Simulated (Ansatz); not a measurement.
# C4H12OSi: the cost of one run

All numbers below are computed with Ansatz 0.2.0 (RKS BLYP-D4/STO-3G).

## Step 1: The structure to begin with

Bond lengths (14 of 17 bonds, heavy atoms first): C1–O2 1.482 Å, O2–C3 1.412 Å, C3–C4 1.488 Å, C4–Si5 1.880 Å, Si5–C6 1.842 Å, C1–H7 1.070 Å, C1–H8 1.100 Å, C1–H9 1.089 Å, C3–H10 1.148 Å, C3–H11 1.076 Å, C4–H12 1.128 Å, C4–H13 1.039 Å, Si5–H14 1.488 Å, Si5–H15 1.478 Å. Angles (14 of 31 angles, heavy atoms first): C1–O2–C3 111.6°, O2–C3–C4 113.7°, C3–C4–Si5 115.7°, C4–Si5–C6 115.6°, O2–C1–H7 109.2°, O2–C1–H8 107.0°, O2–C1–H9 103.2°, O2–C3–H10 109.1°, O2–C3–H11 109.6°, C4–C3–H10 108.7°, C4–C3–H11 108.7°, C3–C4–H12 107.1°, C3–C4–H13 117.0°, Si5–C4–H12 103.6°.

The coordinates stand in the first input below.

## Step 2: End point A

input.yaml reads:

```yaml
crystal:
  periodic: [false, false, false]
  atoms:
    - { symbol: C, position_ang: [0.6357, -2.5302, -0.7954] }
    - { symbol: O, position_ang: [-0.0101, -1.1977, -0.7459] }
    - { symbol: C, position_ang: [0.9343, -0.1576, -0.8864] }
    - { symbol: C, position_ang: [0.34, 1.2044, -0.8166] }
    - { symbol: Si, position_ang: [-0.3196, 1.7207, 0.8668] }
    - { symbol: C, position_ang: [-1.6283, 0.6351, 1.5754] }
    - { symbol: H, position_ang: [1.3277, -2.6157, 0.0156] }
    - { symbol: H, position_ang: [1.1245, -2.6146, -1.7768] }
    - { symbol: H, position_ang: [-0.1997, -3.2161, -0.6636] }
    - { symbol: H, position_ang: [1.7272, -0.2555, -0.0624] }
    - { symbol: H, position_ang: [1.4496, -0.2624, -1.8256] }
    - { symbol: H, position_ang: [-0.5782, 1.1991, -1.4716] }
    - { symbol: H, position_ang: [0.9118, 1.9876, -1.1888] }
    - { symbol: H, position_ang: [0.8177, 1.786, 1.8237] }
    - { symbol: H, position_ang: [-0.8535, 3.0972, 0.7924] }
    - { symbol: H, position_ang: [-1.9794, 1.0242, 2.5605] }
    - { symbol: H, position_ang: [-1.2371, -0.3667, 1.7311] }
    - { symbol: H, position_ang: [-2.5001, 0.5733, 0.9196] }
basis:
  gaussian: { orbitals: STO-3G }
hamiltonian:
  xc: blyp
  dispersion: d4
relax:
  f_tol: 0.015
  max_steps: 40
```

Started as:

```sh
$ ansatz run input.yaml --threads 1 --pin off --max-ram 2048MiB --backend cpu --events-out ev --progress --plain --runs-dir out
```

Q: Estimate wall time and peak memory on 1 thread of AMD EPYC 9R14 (Zen 4), shared host.

About 59 s, with a peak of 0.15 GiB.
